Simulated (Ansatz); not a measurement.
# C₂H₆N₂Si: small, medium and large basis sets

Aim: see how fast density functionals converge with the basis set for C₂H₆N₂Si.

Computed with Ansatz 0.2.0, Gaussian basis. Level: one geometry, several basis sets.

The runs, in order: PBE0-D4/def2-SVP; ωB97M-V/def2-SVP; PBE0-D4/def2-QZVPP; ωB97M-V/def2-QZVPP; the functionals' def2-TZVPP values are taken from earlier runs.

### Step 1. Structure used throughout

All runs share one geometry, relaxed beforehand with PBE0-D4 in a triple-zeta def2 set.

SMILES `N[SiH]1C=CN1`, 11 atoms, charge 0, spin multiplicity 1.

Atoms are counted from 1 here; the program's logs count them from 0.

Bond lengths: N1–Si2 1.696 Å, N1–H6 1.005 Å, N1–H7 1.006 Å, Si2–C3 1.832 Å, Si2–N5 1.791 Å, Si2–H8 1.485 Å, C3–C4 1.352 Å, C3–H9 1.077 Å, C4–N5 1.406 Å, C4–H10 1.090 Å, N5–H11 1.010 Å. Angles: Si2–N1–H6 122.5°, Si2–N1–H7 122.8°, H6–N1–H7 112.8°, N1–Si2–C3 123.1°, N1–Si2–N5 120.6°, N1–Si2–H8 105.4°, C3–Si2–N5 76.9°, C3–Si2–H8 118.0°, N5–Si2–H8 110.9°, Si2–C3–C4 86.0°, Si2–C3–H9 145.6°, C4–C3–H9 128.1°, C3–C4–N5 109.6°, C3–C4–H10 129.7°, N5–C4–H10 120.7°, Si2–N5–C4 86.1°, Si2–N5–H11 129.3°, C4–N5–H11 117.9°.

Coordinates:

```
N    -0.1719    0.8021    1.8746
Si   -0.2924   -0.2232    0.5296
C    -0.8086    0.3604   -1.1287
C     0.3389   -0.1959   -1.5784
N     1.1422   -0.5659   -0.4859
H    -0.2044    0.4593    2.8189
H     0.1829    1.7414    1.8136
H    -0.8897   -1.4815    1.0438
H    -1.5921    0.8240   -1.7034
H     0.6777   -0.3626   -2.6005
H     1.6829   -1.4150   -0.5628
```

### Step 2. PBE0-D4 in def2-SVP

File in.yaml:

```yaml
crystal:
  periodic: [false, false, false]
  atoms:
    - {symbol: N, position_ang: [-0.171901, 0.802128, 1.874642]}
    - {symbol: Si, position_ang: [-0.292449, -0.223228, 0.529567]}
    - {symbol: C, position_ang: [-0.808620, 0.360386, -1.128722]}
    - {symbol: C, position_ang: [0.338913, -0.195912, -1.578423]}
    - {symbol: N, position_ang: [1.142216, -0.565902, -0.485855]}
    - {symbol: H, position_ang: [-0.204428, 0.459252, 2.818883]}
    - {symbol: H, position_ang: [0.182862, 1.741355, 1.813551]}
    - {symbol: H, position_ang: [-0.889740, -1.481484, 1.043807]}
    - {symbol: H, position_ang: [-1.592090, 0.823962, -1.703410]}
    - {symbol: H, position_ang: [0.677717, -0.362562, -2.600504]}
    - {symbol: H, position_ang: [1.682919, -1.414993, -0.562834]}
basis:
  gaussian: {orbitals: def2-SVP}
hamiltonian: {xc: pbe0, dispersion: d4}
output: {orbitals: {seedname: orbitals}}
```

Run with:

```bash
ansatz run in.yaml --threads 4 --pin off --events-out ev --progress --plain --max-ram 10444MiB
```

Log:

```text
Functional definition: PBE0
  name "PBE0"
  cite "Adamo & Barone, J. Chem. Phys. 110, 6158 (1999) doi:10.1063/1.478522"
  cite "Perdew, Burke & Ernzerhof, Phys. Rev. Lett. 77, 3865 (1996) doi:10.1103/PhysRevLett.77.3865"
  parent pbe
  parameter a = 0.25
  parameter kappa = 0.804
  parameter beta = 0.06672455060314922
  exchange = (1 - a)*pbe_x(kappa = kappa, mu = beta*pi^2/3) + a*exact_x
  correlation = pbe_c(beta = beta)
1204 factors; their error is unknown
mean field evaluation 1: about -13003.9230 eV, gradient 6.8e1 eV
mean field evaluation 2: about -12999.2232 eV, gradient 8.0e1 eV
mean field evaluation 4: about -13013.7306 eV, gradient 3.3e0 eV
mean field evaluation 8: about -13013.7945 eV, gradient 2.9e-1 eV
mean field evaluation 16: about -13013.7947 eV, gradient 2.0e-5 eV
mean field -13013.79469643 eV, -478.2481340269 hartree, gradient 2.0e-5 eV, S^2 0.000000; 0 other end points of the search recorded, 0 dependent functions left out
reference -13013.79472381 eV, -478.2481350331 hartree; 23, 23 occupied and 81, 81 virtual orbitals, 1204 factors
Total energy: -13013.99461543 eV, -478.2554809145 hartree
```

Wall time 0.85 s (4 threads, shared host).

### Step 3. ωB97M-V in def2-SVP

in.yaml: that of step 2 with these lines changed.

```diff
@@ -16,3 +16,3 @@
   gaussian: {orbitals: def2-SVP}
-hamiltonian: {xc: pbe0, dispersion: d4}
+hamiltonian: {xc: {name: wB97M-V}}
 output: {orbitals: {seedname: orbitals}}
```

The command is unchanged.

Log, shortened:

```text
Functional definition: wB97M-V
  name "wB97M-V"
  cite "Mardirossian & Head-Gordon, J. Chem. Phys. 144, 214110 (2016) doi:10.1063/1.4952647"
  cite "Becke, J. Chem. Phys. 107, 8554 (1997) doi:10.1063/1.475007"
  cite "Vydrov & Van Voorhis, J. Chem. Phys. 133, 244103 (2010) doi:10.1063/1.3521275"
  # Of w^i u^j: cxij and so on, Table III.
[...]
  gx(w, u) = 1 - cx + cx01*u + cx10*w
  gss(w, u) = css00 + css04*u^4 + css10*w + css20*w^2 + css43*w^4*u^3
  gos(w, u) = cos00 + cos10*w + (cos20 + cos21*u)*w^2 + (cos60 + cos61*u)*w^6
[...]
      + integral(e_c_pw_mod_opposite_spin*gos(b97_w_opposite, b97_u_opposite)) + vv10(b, c)
1204 factors; their error is unknown
312 factors; integrals over basis functions are off by at most 8.3e-6 eV
[...]
mean field -13020.35727543 eV, -478.4893043570 hartree, gradient 3.0e-5 eV, S^2 0.000000; 0 other end points of the search recorded, 0 dependent functions left out
reference -13020.35731758 eV, -478.4893059059 hartree; 23, 23 occupied and 81, 81 virtual orbitals, 1204 factors
Total energy: -13020.35731758 eV, -478.4893059059 hartree
```

Wall time 3.5 s (4 threads, shared host).

### Step 4. PBE0-D4 in def2-QZVPP

in.yaml: that of step 3 with these lines changed.

```diff
@@ -15,4 +15,4 @@
 basis:
-  gaussian: {orbitals: def2-SVP}
-hamiltonian: {xc: {name: wB97M-V}}
+  gaussian: {orbitals: "def2-QZVPP.json"}
+hamiltonian: {xc: pbe0, dispersion: d4}
 output: {orbitals: {seedname: orbitals}}
```

Launched as before.

Log:

```text
Functional definition: PBE0
  name "PBE0"
  cite "Adamo & Barone, J. Chem. Phys. 110, 6158 (1999) doi:10.1063/1.478522"
  cite "Perdew, Burke & Ernzerhof, Phys. Rev. Lett. 77, 3865 (1996) doi:10.1103/PhysRevLett.77.3865"
  parent pbe
  parameter a = 0.25
  parameter kappa = 0.804
  parameter beta = 0.06672455060314922
  exchange = (1 - a)*pbe_x(kappa = kappa, mu = beta*pi^2/3) + a*exact_x
  correlation = pbe_c(beta = beta)
1445 factors; their error is unknown
mean field evaluation 1: about -13008.9718 eV, gradient 8.5e1 eV
mean field evaluation 2: about -12995.5016 eV, gradient 1.1e2 eV
mean field evaluation 4: about -13023.1201 eV, gradient 8.1e0 eV
mean field evaluation 8: about -13023.2659 eV, gradient 2.0e-1 eV
mean field evaluation 16: about -13023.2741 eV, gradient 2.3e-4 eV
mean field -13023.27405913 eV, -478.5964941807 hartree, gradient 1.8e-5 eV, S^2 0.000000; 0 other end points of the search recorded, 0 dependent functions left out
reference -13023.27409878 eV, -478.5964956378 hartree; 23, 23 occupied and 455, 455 virtual orbitals, 1445 factors
Total energy: -13023.47399039 eV, -478.6038415191 hartree
```

Wall time 7 s (4 threads, shared host); peak memory 1.6 GiB.

### Step 5. ωB97M-V in def2-QZVPP

in.yaml: that of step 4 with these lines changed.

```diff
@@ -16,3 +16,3 @@
   gaussian: {orbitals: "def2-QZVPP.json"}
-hamiltonian: {xc: pbe0, dispersion: d4}
+hamiltonian: {xc: {name: wB97M-V}}
 output: {orbitals: {seedname: orbitals}}
```

The command is unchanged.

Log, shortened:

```text
Functional definition: wB97M-V
  name "wB97M-V"
  cite "Mardirossian & Head-Gordon, J. Chem. Phys. 144, 214110 (2016) doi:10.1063/1.4952647"
  cite "Becke, J. Chem. Phys. 107, 8554 (1997) doi:10.1063/1.475007"
  cite "Vydrov & Van Voorhis, J. Chem. Phys. 133, 244103 (2010) doi:10.1063/1.3521275"
  # Of w^i u^j: cxij and so on, Table III.
[...]
  gx(w, u) = 1 - cx + cx01*u + cx10*w
  gss(w, u) = css00 + css04*u^4 + css10*w + css20*w^2 + css43*w^4*u^3
  gos(w, u) = cos00 + cos10*w + (cos20 + cos21*u)*w^2 + (cos60 + cos61*u)*w^6
[...]
      + integral(e_c_pw_mod_opposite_spin*gos(b97_w_opposite, b97_u_opposite)) + vv10(b, c)
1425 factors; their error is unknown
378 factors; integrals over basis functions are off by at most 8.8e-6 eV
[...]
mean field -13030.03370931 eV, -478.8449067430 hartree, gradient 4.4e-5 eV, S^2 0.000000; 0 other end points of the search recorded, 0 dependent functions left out
reference -13030.03377165 eV, -478.8449090339 hartree; 23, 23 occupied and 455, 455 virtual orbitals, 1425 factors
Total energy: -13030.03377165 eV, -478.8449090339 hartree
```

It took 17 s on 4 threads, shared host; peak memory 2 GiB.

### Step 6. Functionals by basis

The def2-TZVPP values come from earlier runs at the same geometry.

| functional | basis | functions | energy (eV) | from the largest (eV) | HOMO (eV) | LUMO (eV) |
| --- | --- | --- | --- | --- | --- | --- |
| PBE0-D4 | def2-SVP | 104 | -13013.9946 | 9.479 | -5.78 | 0.46 |
| PBE0-D4 | def2-TZVPP | 250 | -13022.8911 | 0.583 | -5.98 | 0.14 |
| PBE0-D4 | def2-QZVPP | 478 | -13023.4740 | 0.000 | -6.02 | 0.02 |
| ωB97M-V | def2-SVP | 104 | -13020.3573 | 9.676 | -7.98 | 2.56 |
| ωB97M-V | def2-TZVPP | 250 | -13029.4909 | 0.543 | -8.19 | 2.01 |
| ωB97M-V | def2-QZVPP | 478 | -13030.0338 | 0.000 | -8.23 | 1.63 |

### Step 7. Outcome

| quantity | value |
| --- | --- |
| PBE0-D4: double and triple zeta above quadruple | 9.48, 0.58 eV |
| ωB97M-V: double and triple zeta above quadruple | 9.68, 0.54 eV |

What this shows: PBE0-D4 gains 8.90 eV from double to triple zeta, then 0.58 eV more. Total energies overstate the basis error of differences, where much of it tends to cancel. The LUMO of ωB97M-V is positive and keeps falling with the basis (2.56 to 1.63 eV): an unbound level that the basis holds in place.

For PBE0-D4 the largest set took about 8 times as long as the smallest (7 s against 0.85 s).
